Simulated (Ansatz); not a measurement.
Crystal: CaMn2Bi2.

```
Bi Mn Ca
1.0
     4.62638    0.00000    0.00000
    -2.31319    4.00656    0.00000
     0.00000    0.00000    7.72879
Bi Mn Ca
2 2 1
Direct
  0.33333 0.66667 0.75119
  0.66667 0.33333 0.24881
  0.33333 0.66667 0.37927
  0.66667 0.33333 0.62074
  0.00000 0.00000 0.00000
```

The cell is a database's computed one.

```yaml
Program: Ansatz 0.2.0
Task: relaxation of cell and atoms
Functional: PBEsol
Dispersion: D4
Potentials_or_basis: Ansatz PAW
Cutoff: "420 eV (not typed: the program's choice for these potentials)"
k_mesh: 7 × 7 × 4
Occupations: methfessel-paxton, width 0.2 eV
Spin: collinear spin, antiferromagnetic start
Starting_moments: "[0.0, 0.0, 4.0, -4.0, 0.0] μB"
Hubbard_terms: Mn d U = 6 eV
```

At the start: volume 28.65 Å³/atom.

Task: How do energy, volume and symmetry change on relaxing?

Result: It ends after 6 steps and the volume is 28.27 Å³/atom (-1.3 %); space group P-3m1 (No. 164, to 0.05 Å); moment 0.00 μB per cell.

The path:
```
step  energy change (eV)  largest force (eV/Å)  volume (Å³)
   1              0.0000                0.5319       143.26
   2             -0.0428                0.3616       142.40
   3             -0.0648                0.0351       141.83
   4             -0.0654                0.0033       141.33
   5             -0.0651                0.0033       141.33
   6             -0.0651                0.0033       141.33
```

Final structure:
```
Bi Mn Ca
1.0
     4.66491    0.00000    0.00000
    -2.33246    4.03993    0.00000
     0.00000    0.00000    7.49925
Bi Mn Ca
2 2 1
Cartesian
  0.0000 2.6933 5.7340
  2.3325 1.3466 1.7652
  0.0000 2.6933 2.8159
  2.3325 1.3466 4.6833
  0.0000 0.0000 0.0000
```

Caveat: the magnetic or orbital state may not be the lowest; the plane-wave basis is chosen anew once the cell has moved, so the energies of steps on either side of that aren't comparable; the PAW data sets come from PBE, with cores solved anew for the run's functional, which leaves a small shift of forces and pressure; the U is typed as a test and isn't derived for this compound.
